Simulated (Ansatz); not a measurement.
**B3AsN2: the cell at several levels of theory**

Aim: relax B3AsN2 as one 6-atom ordering (I-4m2) on the zincblende lattice with PBE and r2SCAN and see how far the functionals disagree on the cell. This is a trial cell built on a prototype, not taken from a measured structure, and it needn't be the compound's ground state.

Program: Ansatz 0.2.0. PAW datasets, plane waves, zero pressure. Simulation only: spin-unpolarised, and no claim that this is the phase found in nature.

## 1. The structure to begin with

This is the cell as the run starts from it, not yet at rest; its lengths are not the crystal's.

The symmetry is I-4m2 (No. 119, tetragonal); conventional cell a = 2.688 Å, c = 11.402 Å, 6.86 Å³ an atom. Near N stand 4 B at 1.65 Å; near B stand 4 N at 1.65 Å; near B stand 2 As at 1.65 Å and 2 N at 1.65 Å; near As stand 4 B at 1.65 Å.

The structure in full:

Space group I-4m2 (No. 119). a = 2.688 Å, b = 2.688 Å, c = 11.402 Å, α = 90.00°, β = 90.00°, γ = 90.00°
```
atom  site  symmetry       x       y       z
   N    4e      2mm.  0.0000  0.0000  0.1667
   B    2c      -4m2  0.0000  0.5000  0.2500
   B    4f      2mm.  0.5000  0.0000  0.4167
  As    2b      -4m2  0.5000  0.5000  0.0000
```

## 2. Relaxation with PBE

The input, input.yaml:

```yaml
crystal:
  lattice:
    - [-1.3437900729, 1.3437900729, 5.7012184382]
    - [1.3437900729, -1.3437900729, 5.7012184382]
    - [1.3437900729, 1.3437900729, -5.7012184382]
  atoms:
    - { symbol: "N", position: [0.1666666667, 0.1666666667, 0.0] }
    - { symbol: B, position: [0.75, 0.25, 0.5] }
    - { symbol: "N", position: [0.8333333333, 0.8333333333, 0.0] }
    - { symbol: B, position: [0.4166666667, 0.9166666667, 0.5] }
    - { symbol: As, position: [0.5, 0.5, 0.0] }
    - { symbol: B, position: [0.0833333333, 0.5833333333, 0.5] }
kpoints:
  mp_grid: { grid: [12, 12, 12] }
hamiltonian:
  xc: pbe
scf:
  occupations: { method: fermi_dirac, width: 0.02 }
relax:
  f_tol: 0.005
  cell: {}
output:
  write_density: true
  write_potential: true
  elf: true
  volumetric_format: npy
```

Run with:

```sh
$ ansatz run input.yaml --threads 4 --pin off --max-ram 6451MiB --backend cpu --events-out ev --progress --plain --runs-dir out
```

Further steps of the session: r2SCAN: cell and atoms.

What does the calculation give? Wanted: for each run, a; c; volume; space group; SCF geometries.

The runs gave:

| level | a (Å) | c (Å) | volume (Å³/atom) | space group | SCF geometries |
| --- | --- | --- | --- | --- | --- |
| PBE | 2.849 | 12.206 | 8.258 | I-4m2 | 12 |
| r2SCAN | 2.842 | 12.134 | 8.168 | I-4m2 | 6 |

From the start to the first minimum the volume moved by +20.3 %. The volume runs from r2SCAN (least) to PBE (most), a spread of 1.1 %, or 0.4 % in length if all axes shared it alike.
